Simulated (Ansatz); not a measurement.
Debugging a convergence test of the plane-wave cutoff of AlRu, space group Pm-3m (Ansatz 0.2.0 through its Python package).

Script `alru_ecut.py`:
```python
"""Convergence of AlRu with the plane-wave cutoff."""

import csv

import ansatz

XC = "r2SCAN"
VDW = "d3bjatm"
OCCUPATIONS = "cold"
WIDTH_EV = 0.05


def main() -> None:
    lattice = ansatz.Lattice.of(
        [2.9916, 0.0, 0.0],
        [0.0, 2.9916, 0.0],
        [0.0, 0.0, 2.9916],
    )
    sites = [
        ("Al", [0.0, 0.0, 0.0]),
        ("Ru", [0.5, 0.5, 0.5]),
    ]
    cell = ansatz.Crystal(lattice=lattice)
    for symbol, position in sites:
        cell = cell.atom(symbol, position)

    calculation = (
        cell.calculation()
        .kpoints(9)  # sampling of the Brillouin zone
        .functional(XC, dispersion=VDW)
        .occupations(OCCUPATIONS, width=WIDTH_EV)  # the run then minimises F = E - TS
        .forces()  # eV per angstrom
        .stress()
    )

    row = []
    for value in [300, 375, 450, 525, 600, 675]:
        data = calculation.basis(value).run(threads=1, backend="cpu").report
        rows.append((value, data["free_energy_ev"] / len(data["lattice"]["sites"]), data["n_iterations"], sum(data["stress_gpa"][i][i] for i in range(3)) / 3, max(abs(f) for row in data["forces_ev_ang"] for f in row), data["n_pw"]))

    with open("ecut.csv", "w", newline="") as handle:
        writer = csv.writer(handle)
        writer.writerow(["cutoff (eV)", "F/atom (eV)", "iterations", "P (GPa)", "max component (eV/A)", "plane waves"])
        writer.writerows([round(v, 5) if isinstance(v, float) else v for v in row] for row in rows)

    # the last row is the reference
    for row in rows[:-1]:
        shift = 1000 * (row[1] - rows[-1][1])
        print(f"{row[0]}: {shift:+.2f} meV/atom" + ("  (within 2 meV)" if abs(shift) < 2 else ""))


if __name__ == "__main__":
    main()
```

```console
$ python alru_ecut.py
DeckWarning: basis.ecutwfc = 300 eV is below the records' recommended 500 eV, and the density's cutoff is lower with it unless basis.ecutrho_ratio is high enough to keep the records' density cutoff: compare with a run at a higher cutoff
Traceback (most recent call last):
  File "alru_ecut.py", line 53, in <module>
    main()
    ~~~~^^
  File "alru_ecut.py", line 39, in main
    rows.append((value, data["free_energy_ev"] / len(data["lattice"]["sites"]), data["n_iterations"], sum(data["stress_gpa"][i][i] for i in range(3)) / 3, max(abs(f) for row in data["forces_ev_ang"] for f in row), data["n_pw"]))
    ^^^^
NameError: name 'rows' is not defined. Did you mean: 'row'?
```
(Warnings from the package without file and line.)

Why does it end like this?

The fault: a variable's name is misspelt. The correction:

```diff
--- before
+++ after
@@ -35,3 +35,3 @@
 
-    row = []
+    rows = []
     for value in [300, 375, 450, 525, 600, 675]:
```

The mended script runs so:

```console
$ python alru_ecut.py
DeckWarning: basis.ecutwfc = 300 eV is below the records' recommended 500 eV, and the density's cutoff is lower with it unless basis.ecutrho_ratio is high enough to keep the records' density cutoff: compare with a run at a higher cutoff
DeckWarning: basis.ecutwfc = 375 eV is below the records' recommended 500 eV, and the density's cutoff is lower with it unless basis.ecutrho_ratio is high enough to keep the records' density cutoff: compare with a run at a higher cutoff
DeckWarning: basis.ecutwfc = 450 eV is below the records' recommended 500 eV, and the density's cutoff is lower with it unless basis.ecutrho_ratio is high enough to keep the records' density cutoff: compare with a run at a higher cutoff
300: +108.47 meV/atom
375: +6.13 meV/atom
450: +2.34 meV/atom
525: +0.87 meV/atom  (within 2 meV)
600: +0.28 meV/atom  (within 2 meV)
```
(Warnings from the package without file and line.)

`ecut.csv`, as written:
```csv
cutoff (eV),F/atom (eV),iterations,P (GPa),max component (eV/A),plane waves
300,-3216.34727,6,-3.35655,0.0,305
375,-3216.44962,6,-3.80612,0.0,461
450,-3216.45341,6,-3.80359,0.0,587
525,-3216.45488,6,-3.79616,0.0,739
600,-3216.45546,6,-3.79303,0.0,895
675,-3216.45575,6,-3.79338,0.0,1045
```

Dispersion corrections can be off by several per cent in the lattices of metals, and by several GPa in the pressure at a fixed cell. The mesh is modest for a metal, so energies can be off by several to tens of meV an atom and pressures by half a GPa or more; differences at equal mesh fare better. Forces vanish by symmetry here and test nothing. Pressure is positive in compression. The structure is a deposited one; some such entries were measured under pressure or heat, so a shift against it needn't be the functional's error alone. Shifts are counted from the last row, which is itself no proven limit. The whole script took 19 s on 1 thread of Intel(R) Xeon(R) Platinum 8259CL CPU @ 2.50GHz (Skylake/Cascade Lake), with other jobs on the host, peak memory 0.47 GiB.
